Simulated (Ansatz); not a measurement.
**C₃H₇BN₂: up Jacob's ladder to CCSD(T)**

An exercise on one series of results from a longer session: the logs are not shown, and one member is left open.

Program: Ansatz 0.2.0, Gaussian basis. Level of theory: functionals in def2-TZVPP, the program's frozen cores in correlated methods. These are calculated values, not measurements.

Levels to be run: PBE-D4, r2SCAN-D4, PBE0-D4, B3LYP-D4, ωB97X-V, ωB97M-V, B2PLYP; CCSD(T)/def2-TZVPP; MP2/def2-QZVPP; extrapolation to the limit.

## Structure used throughout

An earlier PBE0-D4 in a triple-zeta def2 set relaxation fixed the geometry.

SMILES `BC1=NCN1C`, 13 atoms, charge 0, spin multiplicity 1.

Atoms are counted from 1 here; the program's logs count them from 0.

Bond lengths: B1–C2 1.544 Å, B1–H7 1.194 Å, B1–H8 1.190 Å, C2–N3 1.311 Å, C2–N5 1.399 Å, N3–C4 1.466 Å, C4–N5 1.467 Å, C4–H9 1.094 Å, C4–H10 1.094 Å, N5–C6 1.438 Å, C6–H11 1.092 Å, C6–H12 1.092 Å, C6–H13 1.100 Å. Angles: C2–B1–H7 120.6°, C2–B1–H8 118.2°, H7–B1–H8 121.1°, B1–C2–N3 128.9°, B1–C2–N5 131.8°, N3–C2–N5 99.3°, C2–N3–C4 87.0°, N3–C4–N5 89.5°, N3–C4–H9 112.3°, N3–C4–H10 114.5°, N5–C4–H9 113.6°, N5–C4–H10 115.2°, H9–C4–H10 110.3°, C2–N5–C4 83.8°, C2–N5–C6 125.7°, C4–N5–C6 125.1°, N5–C6–H11 109.0°, N5–C6–H12 109.8° and more.

The first run:

Input file in.yaml:

```yaml
crystal:
  periodic: [false, false, false]
  atoms:
    - {symbol: B, position_ang: [0.197336, -2.043116, -0.789296]}
    - {symbol: C, position_ang: [0.635562, -0.668499, -0.239603]}
    - {symbol: N, position_ang: [1.758744, -0.338488, 0.349834]}
    - {symbol: C, position_ang: [1.179677, 0.995736, 0.535141]}
    - {symbol: N, position_ang: [0.008810, 0.582044, -0.246785]}
    - {symbol: C, position_ang: [-1.359752, 0.836528, 0.114889]}
    - {symbol: H, position_ang: [-0.892990, -2.194044, -1.252553]}
    - {symbol: H, position_ang: [0.969229, -2.946988, -0.724673]}
    - {symbol: H, position_ang: [0.953127, 1.208978, 1.584289]}
    - {symbol: H, position_ang: [1.766423, 1.810077, 0.099890]}
    - {symbol: H, position_ang: [-2.014228, 0.269043, -0.549242]}
    - {symbol: H, position_ang: [-1.586379, 1.896204, -0.019309]}
    - {symbol: H, position_ang: [-1.595056, 0.557726, 1.152118]}
basis:
  gaussian: {orbitals: def2-TZVPP}
hamiltonian: {xc: pbe, dispersion: d4}
output: {forces: true, orbitals: {seedname: orbitals}}
```

On the command line:

```console
$ ansatz run in.yaml --threads 4 --pin off --events-out ev --progress --plain --max-ram 10444MiB
```

Among the steps run: PBE-D4 (GGA); r2SCAN-D4 (meta-GGA); PBE0-D4 (hybrid); B3LYP-D4 (hybrid); ωB97X-V (range-separated); ωB97M-V (range-separated); B2PLYP (double hybrid); CCSD(T) in def2-TZVPP; MP2 in def2-QZVPP.

One of the session's tables, all rows but one given; the rest of the session is left out.

```
            method  atoms, summed (eV)  atomisation energy (kcal/mol)
            PBE-D4           -6818.074                         1262.6
         r2SCAN-D4           -6824.535                         1219.5
           PBE0-D4           -6819.970                         1231.6
          B3LYP-D4                   ?                              ?
           ωB97X-V           -6826.509                         1222.9
           ωB97M-V           -6825.508                         1223.0
            B2PLYP           -6823.131                         1207.8
     HF/def2-TZVPP           -6800.505                          848.4
    MP2/def2-TZVPP           -6812.248                         1202.7
   CCSD/def2-TZVPP           -6815.353                         1154.8
CCSD(T)/def2-TZVPP           -6815.678                         1177.6
           MP2/CBS           -6814.255                         1236.0
       CCSD(T)/CBS           -6817.685                         1210.9
```

Estimate the missing values for B3LYP-D4.

The run gave: atoms, summed (eV): -6829.116; atomisation energy (kcal/mol): 1224.0. In the column «atoms, summed (eV)» it is the lowest.

Limits of these values: Free atoms (1 B, 3 C, 2 N, 7 H) were run apart at each level; the atomisation energy is their sum less the molecule, without zero-point or spin-orbit terms.
